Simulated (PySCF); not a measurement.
# From one method to the next for ZnS

What do other methods print for ZnS?

The runs use PySCF 2.14.0; each script names its method and basis.

2 further runs of the same task are left out: 2 that didn't finish.

### 1 The system as given

ZnS: 2 atoms, charge 0, spin multiplicity 1.

Bond lengths: Zn1–S2 2.023 Å.

### 2 The base run

input.py

```python
from pyscf import gto, scf, mp

mol = gto.M(
    atom='Zn 0 0 0; S 0 0 2.023',
    basis='pcseg-1',
    charge=0,
    spin=0,
    verbose=3,
)
mf = scf.RHF(mol)
mf.kernel()
mp.MP2(mf, frozen=10).kernel()
mf.dip_moment()
print('orbital energies (hartree):', mf.mo_energy[..., max(0, mol.nelec[1]-3):mol.nelec[0]+3].round(4))
```

Run with:

```
> OMP_NUM_THREADS=1 python input.py
```

The log of this run is left out.

It gives: E(SCF) = -2175.022360 Eh, E(MP2) − E(SCF) = -0.42815 Eh, μ = 7.99 D (of the SCF density).

The bond length is a typed value, not an optimised one.

### 3 Stability test

Variant 1 changes step after the SCF: mp2 → stability.

input.py

```python
from pyscf import gto, scf

mol = gto.M(
    atom='Zn 0 0 0; S 0 0 2.023',
    basis='pcseg-1',
    charge=0,
    spin=0,
    verbose=3,
)
mf = scf.RHF(mol)
mf.kernel()
mf.stability(internal=True, external=True)
mf.dip_moment()
print('orbital energies (hartree):', mf.mo_energy[..., max(0, mol.nelec[1]-3):mol.nelec[0]+3].round(4))
```

Run with:

```
> OMP_NUM_THREADS=1 python input.py
```

### 4 Pbesol (RKS)

Variant 2 changes functional: none (Hartree–Fock) → pbesol; SCF type: RHF → RKS; step after the SCF: mp2 → analyze.

input.py

```python
from pyscf import gto, dft

mol = gto.M(
    atom='Zn 0 0 0; S 0 0 2.023',
    basis='pcseg-1',
    charge=0,
    spin=0,
    verbose=3,
)
mf = dft.RKS(mol, xc='pbesol')
mf.kernel()
mf.analyze()
print('orbital energies (hartree):', mf.mo_energy[..., max(0, mol.nelec[1]-3):mol.nelec[0]+3].round(4))
```

### 5 ROHF

Variant 3 changes SCF type: RHF → ROHF.

Edit input.py of step 2 so:

```diff
@@ -9,3 +9,3 @@
 )
-mf = scf.RHF(mol)
+mf = scf.ROHF(mol)
 mf.kernel()
```

Q: Predict the outcome of this session. Wanted: for each run, E(SCF); from base; gap; SCF dipole; after the SCF.

**Answer**, as computed:

```tsv
run	E(SCF) (hartree)	from base (eV)	gap (eV)	SCF dipole (D)	after the SCF
base	-2175.022360	0	7.49	7.99	MP2 correlation -11.651 eV, core frozen
stability test	-2175.022360	0.0000	7.49	7.99	unstable: RHF/RKS -> UHF/UKS
pbesol (RKS)	-2174.896770	not comparable	0.57	5.60	n/a
ROHF	-2175.022360	0.0000	n/a	7.99	MP2 correlation -11.651 eV, core frozen
```

What this shows: No change of the SCF energy comes from ROHF. A lower total energy from another functional means nothing by itself.
